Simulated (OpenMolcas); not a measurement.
# InHCl (SMILES [Cl][InH]): levels of theory compared

Wanted: a comparison of 6 runs (U-r2SCAN/def2-TZVPP, U-revPBE/def2-TZVPP, UM06-2X/def2-TZVPP, UM06-L/def2-TZVPP, UTPSS/def2-TZVPP, ROMP2/def2-TZVPP) of InHCl. 

Program for the calculation: OpenMolcas 26.06.

## Step 1: The molecule

InHCl has 3 atoms, charge 0, and is taken as a doublet. As SMILES, `[Cl][InH]`. The shape is that of a PBE0-D4/def2-TZVP optimisation.

Bond lengths: Cl1–In2 2.365 Å, In2–H3 1.773 Å. Angles: Cl1–In2–H3 115.3°.

## Step 2: The energy at U-r2SCAN/def2-TZVPP (core potential) (run 1)

The input, test.inp:

```
>>> EXPORT MOLCAS_PRINT=2

&GATEWAY
  BASLIB
  $CurrDir
  BASISSET
  Cl.def2-TZVPP....
  Cl1 -1.649800 0.396800 -0.867400 angstrom
  End of Basis
  BASISSET
  In.def2-TZVPP....
  In2 0.409500 0.542400 0.286100 angstrom
  End of Basis
  BASISSET
  H.def2-TZVPP....
  H3 1.229400 -1.003900 0.568100 angstrom
  End of Basis

&SEWARD
  GRIDINPUT
  Grid=UltraFine
  End of Grid

&SCF
  UHF
  SPIN
  2
  KSDFT
  2
  1.0 MGGA_X_R2SCAN
  1.0 MGGA_C_R2SCAN
  THRESHOLDS
  1e-10 1e-07 1e-07 1e-05
  PRORBITALS
  1 2
```

The basis set def2-TZVPP is read from a file made from the Basis Set Exchange's data (not shown).

Started as:

```
$ export MOLCAS_MEM=1860
$ pymolcas test.inp > test.log
```

The program printed:

```text
--- Start Module: gateway ---
[...]
--- Stop Module: gateway /rc=_RC_ALL_IS_WELL_ ---
--- Start Module: seward ---
[...]
      Basis functions          106
--- Stop Module: seward /rc=_RC_ALL_IS_WELL_ ---
[...]
--- Start Module: scf ---
[...]
       Convergence after  18 Iterations
[...]
::    Total KS-DFT energy                            -651.0077701872
[...]
      Total spin, S                                     0.5047459897
[...]
      Total electronic charge=   39.000000
      Total            charge=   -0.000000
[...]
      Dipole Moment (debye):
      Origin of the operator (angstrom)=   -0.0623    0.4983    0.0206
                   X=  2.3631E+00               Y=  4.9035E-01               Z=  1.3594E+00           Total=  2.7699E+00
      Quadrupole Moment (debye*angstrom):
[...]
--- Stop Module: scf /rc=_RC_ALL_IS_WELL_ ---
[...]
```

Wall time 44 s (1 thread of Arm Neoverse V2, shared host); peak memory 0.61 GiB.

## Step 3: Energy and gradient at U-revPBE/def2-TZVPP (core potential) (run 2)

The input, mol.input:

```
>>> EXPORT MOLCAS_PRINT=2
&GATEWAY
BASLIB
$CurrDir
COORD
3
angstrom
Cl      -1.649800       0.396800      -0.867400
In       0.409500       0.542400       0.286100
H        1.229400      -1.003900       0.568100
BASIS
def2-TZVPP
GROUP
NoSym
&SEWARD
GRIDINPUT
Grid=UltraFine
End of Grid
&SCF
UHF
SPIN
2
KSDFT
revPBE
THRESHOLDS
1e-10 1e-07 1e-07 1e-05
PRORBITALS
0
&ALASKA
```

The basis set def2-TZVPP is read from a file made from the Basis Set Exchange's data (not shown).

Started as:

```
$ export MOLCAS_MEM=1860
$ pymolcas mol.input > mol.log
```

The program printed:

```text
--- Start Module: gateway ---
[...]
--- Stop Module: gateway /rc=_RC_ALL_IS_WELL_ ---
[...]
      Basis functions          106
[...]
--- Start Module: scf ---
[...]
       Convergence after  18 Iterations
[...]
::    Total KS-DFT energy                            -650.9351556504
[...]
      Total spin, S                                     0.5019991927
[...]
      Total electronic charge=   39.000000
      Total            charge=   -0.000000
[...]
      Dipole Moment (debye):
      Origin of the operator (angstrom)=   -0.0623    0.4983    0.0206
                   X=  2.2182E+00               Y=  4.9162E-01               Z=  1.2795E+00           Total=  2.6076E+00
      Quadrupole Moment (debye*angstrom):
[...]
--- Stop Module: scf /rc=_RC_ALL_IS_WELL_ ---
[...]
--- Start Module: alaska ---
[...]
 *              Molecular gradients               *
 **************************************************
  Irreducible representation: a
 ------------------------------------------------------------------------------------------
                              X                       Y                       Z
 ------------------------------------------------------------------------------------------
  CL1               7.33708611222639E-03    3.64075303513012E-04    4.09271719337667E-03
  IN2              -4.91937204518678E-03   -4.53521525285616E-03   -3.21822315253684E-03
  H3               -2.41771406707936E-03    4.17113994935736E-03   -8.74494040899010E-04
 ------------------------------------------------------------------------------------------
--- Stop Module: alaska /rc=_RC_ALL_IS_WELL_ ---
[...]
```

Run time: 36 s. Hardware: 1 thread of Arm Neoverse V2, shared host; peak memory 0.61 GiB.

Runs 3 to 5 aren't shown in full; the table further down has their settings and results.

## Step 4: The energy at ROMP2/def2-TZVPP (core potential) (run 6)

The input, calc.inp:

```
&GATEWAY
  BasLib=$CurrDir
  Coord
  3
  angstrom
  Cl      -1.649800       0.396800      -0.867400
  In       0.409500       0.542400       0.286100
  H        1.229400      -1.003900       0.568100
  Basis=def2-TZVPP
  Group=NoSym

&SEWARD

&SCF
  UHF
  Spin=2
  Thresholds=1e-10 1e-07 1e-07 1e-05
  PrOrbitals=1 2

&RASSCF
  FileOrb=$Project.UnaOrb
  Spin=2
  Nactel=1 0 0
  Inactive=19
  Ras2=1
  OutOrbitals=Canonical
  OrbListing=Nothing

&CASPT2
  IPEA=0.0
  Frozen=9
```

The basis set def2-TZVPP is read from a file made from the Basis Set Exchange's data (not shown).

Started as:

```
$ export MOLCAS_MEM=1860
$ pymolcas calc.inp > calc.log
```

The program printed:

```text
--- Start Module: gateway ---
[...]
--- Stop Module: gateway /rc=_RC_ALL_IS_WELL_ ---
[...]
      Basis functions          106
[...]
       Convergence after  18 Iterations
[...]
::    Total SCF energy                               -649.3374422600
[...]
      Total spin, S                                     0.5090810698
[...]
--- Start Module: rasscf ---
[...]
      Number of active orbitals                  1
[...]
      Spin quantum number                      0.5
[...]
      Active orbitals                            1
[...]
      Number of CSFs                             1
[...]
      Number of root(s) required                 1
[...]
      Convergence after  9 iterations
[...]
      printout of CI-coefficients larger than  0.05 for root  1
      energy=    -649.334349
      conf/sym  1     Coeff  Weight
             1  u   1.00000 1.00000
      Natural orbitals and occupation numbers for root  1
      sym 1:   1.000000
      ************************************************************************************************************************
      *                                                    Final results                                                     *
[...]
::    RASSCF root number  1 Total energy:   -649.33434883
[...]
      Total electronic charge=   39.000000
      Total            charge=   -0.000000
[...]
      Dipole Moment (debye):
      Origin of the operator (angstrom)=   -0.0623    0.4983    0.0206
                   X=  2.5894E+00               Y=  7.6618E-01               Z=  1.5149E+00           Total=  3.0962E+00
      Quadrupole Moment (debye*angstrom):
[...]
--- Stop Module: rasscf /rc=_RC_ALL_IS_WELL_ ---
[...]
--- Start Module: caspt2 ---
[...]
      E2 (Variational):          -0.4571130654
      Total energy:            -649.7914618927
[...]
      Reference weight:           0.87040
[...]
::    CASPT2 Root  1     Total energy:   -649.79146189
[...]
```

Run time: 21 s. Hardware: 1 thread of Arm Neoverse V2, shared host; peak memory 0.61 GiB.

## Step 5: The series

```tsv
run	level	task	integration grid	energy (Eh)	dipole moment (D)	HOMO energy (eV)	LUMO energy (eV)	wall time
1	U-r2SCAN/def2-TZVPP (core potential)	energy	UltraFine	-651.007770	2.77	-5.70	-3.91	44 s
2	U-revPBE/def2-TZVPP (core potential)	gradient	UltraFine	-650.935156	2.61	-5.27	-4.16	36 s
3	UM06-2X/def2-TZVPP (core potential)	energy	UltraFine	-650.880627	2.97	-7.36	-3.26	40 s
4	UM06-L/def2-TZVPP (core potential)	energy	UltraFine	-651.100414	2.81	-5.28	-4.39	44 s
5	UTPSS/def2-TZVPP (core potential)	energy	UltraFine	-650.911789	2.68	-5.43	-4.16	47 s
6	ROMP2/def2-TZVPP (core potential)	energy	–	-649.791462	–	–	–	21 s
```

## Step 6: Results

| quantity | value |
| --- | --- |
| run 6: total energy | -649.79146 Eh |

What this shows: Over runs 1, 2, 3, 4, 5 the dipole moment (its size) runs from 2.61 D (U-revPBE/def2-TZVPP) to 2.97 D (UM06-2X/def2-TZVPP). Totals of different functionals can't be ranked against each other. All runs together took 3.8 min, the longest 47 s.
